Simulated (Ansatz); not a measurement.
# C3H9GaO2: one species, many methods

One table from this session's results is given with a row withheld; the runs are named, their logs left out.

Method: functionals in def2-TZVPP, the program's frozen cores in correlated methods; program: Ansatz 0.2.0, Gaussian basis.

Levels to be run: PBE-D4, r2SCAN-D4, PBE0-D4, B3LYP-D4, ωB97X-V, ωB97M-V, B2PLYP; CCSD(T)/def2-TZVPP; MP2/def2-QZVPP; extrapolation to the limit.

## The geometry

The geometry comes from an earlier relaxation with PBE0-D4 in a triple-zeta def2 set; it is a stationary point, not always the lowest conformer.

SMILES `C[CH](C)[Ga]([OH])[OH]`, 15 atoms, charge 0, spin multiplicity 1.

Atoms are counted from 1 here; the program's logs count them from 0.

Bond lengths: C1–C2 1.526 Å, C1–H7 1.094 Å, C1–H8 1.096 Å, C1–H9 1.092 Å, C2–C3 1.524 Å, C2–Ga4 1.970 Å, C2–H10 1.097 Å, C3–H11 1.094 Å, C3–H12 1.093 Å, C3–H13 1.096 Å, Ga4–O5 1.785 Å, Ga4–O6 1.794 Å, O5–H14 0.960 Å, O6–H15 0.959 Å. Angles: C2–C1–H7 111.6°, C2–C1–H8 110.5°, C2–C1–H9 112.1°, H7–C1–H8 107.0°, H7–C1–H9 107.5°, H8–C1–H9 107.9°, C1–C2–C3 112.0°, C1–C2–Ga4 110.9°, C1–C2–H10 108.1°, C3–C2–Ga4 112.4°, C3–C2–H10 108.5°, Ga4–C2–H10 104.5°, C2–C3–H11 111.7°, C2–C3–H12 112.4°, C2–C3–H13 110.7°, H11–C3–H12 107.6°, H11–C3–H13 107.0°, H12–C3–H13 107.3° and more.

Coordinates:

```
C    -0.2784    1.5045   -0.8584
C    -0.0988    0.5798    0.3425
C    -1.4340    0.1105    0.9074
Ga    1.0998   -0.9203   -0.0993
O     2.6059   -0.6627   -1.0225
O     0.8783   -2.6517    0.3170
H    -0.8080    1.0052   -1.6752
H    -0.8716    2.3834   -0.5813
H     0.6771    1.8561   -1.2532
H     0.4333    1.1364    1.1240
H    -1.9986   -0.4757    0.1761
H    -1.3136   -0.5058    1.8026
H    -2.0604    0.9664    1.1831
H     3.0925   -1.4777   -1.1670
H     0.0765   -2.8483    0.8044
```

Set-up of the first run:

Input file in.yaml:

```yaml
crystal:
  periodic: [false, false, false]
  atoms:
    - {symbol: C, position_ang: [-0.278361, 1.504468, -0.858359]}
    - {symbol: C, position_ang: [-0.098804, 0.579845, 0.342544]}
    - {symbol: C, position_ang: [-1.433978, 0.110470, 0.907433]}
    - {symbol: Ga, position_ang: [1.099769, -0.920338, -0.099299]}
    - {symbol: O, position_ang: [2.605937, -0.662747, -1.022506]}
    - {symbol: O, position_ang: [0.878313, -2.651694, 0.316988]}
    - {symbol: H, position_ang: [-0.808029, 1.005225, -1.675235]}
    - {symbol: H, position_ang: [-0.871596, 2.383432, -0.581329]}
    - {symbol: H, position_ang: [0.677070, 1.856083, -1.253245]}
    - {symbol: H, position_ang: [0.433305, 1.136410, 1.123956]}
    - {symbol: H, position_ang: [-1.998583, -0.475738, 0.176050]}
    - {symbol: H, position_ang: [-1.313625, -0.505758, 1.802553]}
    - {symbol: H, position_ang: [-2.060428, 0.966357, 1.183079]}
    - {symbol: H, position_ang: [3.092540, -1.477668, -1.167031]}
    - {symbol: H, position_ang: [0.076478, -2.848348, 0.804401]}
basis:
  gaussian: {orbitals: def2-TZVPP}
hamiltonian: {xc: pbe, dispersion: d4}
output: {forces: true, orbitals: {seedname: orbitals}}
```

Run with:

```
ansatz run in.yaml --threads 2 --pin off --events-out ev --progress --plain --max-ram 22528MiB --backend cuda --devices 0, --max-vram 18GiB
```

Among the steps run: PBE-D4 (GGA); r2SCAN-D4 (meta-GGA); PBE0-D4 (hybrid); B3LYP-D4 (hybrid); ωB97X-V (range-separated); ωB97M-V (range-separated); B2PLYP (double hybrid); CCSD(T) in def2-TZVPP; MP2 in def2-QZVPP.

One of the session's tables, all rows but one given; the rest of the session is left out.

| method | atomisation energy (kJ/mol) |
| --- | --- |
| PBE-D4 | 5758.1 |
| r2SCAN-D4 | ? |
| PBE0-D4 | 5658.8 |
| B3LYP-D4 | 5639.8 |
| ωB97X-V | 5670.0 |
| ωB97M-V | 5665.8 |
| B2PLYP | 5605.7 |
| HF/def2-TZVPP | 4115.4 |
| MP2/def2-TZVPP | 5661.7 |
| CCSD/def2-TZVPP | 5479.7 |
| CCSD(T)/def2-TZVPP | 5560.4 |
| MP2/CBS | 5793.7 |
| CCSD(T)/CBS | 5692.4 |

**Question.** Estimate the row for r2SCAN-D4.

As computed: atomisation energy (kJ/mol): 5679.7. In the column «atomisation energy (kJ/mol)» it lies between ωB97X-V (5670.0) and CCSD(T)/CBS (5692.4).

Caveats from the session: Free atoms (3 C, 1 Ga, 2 O, 9 H) were run apart at each level; the atomisation energy is their sum less the molecule, without zero-point or spin-orbit terms.
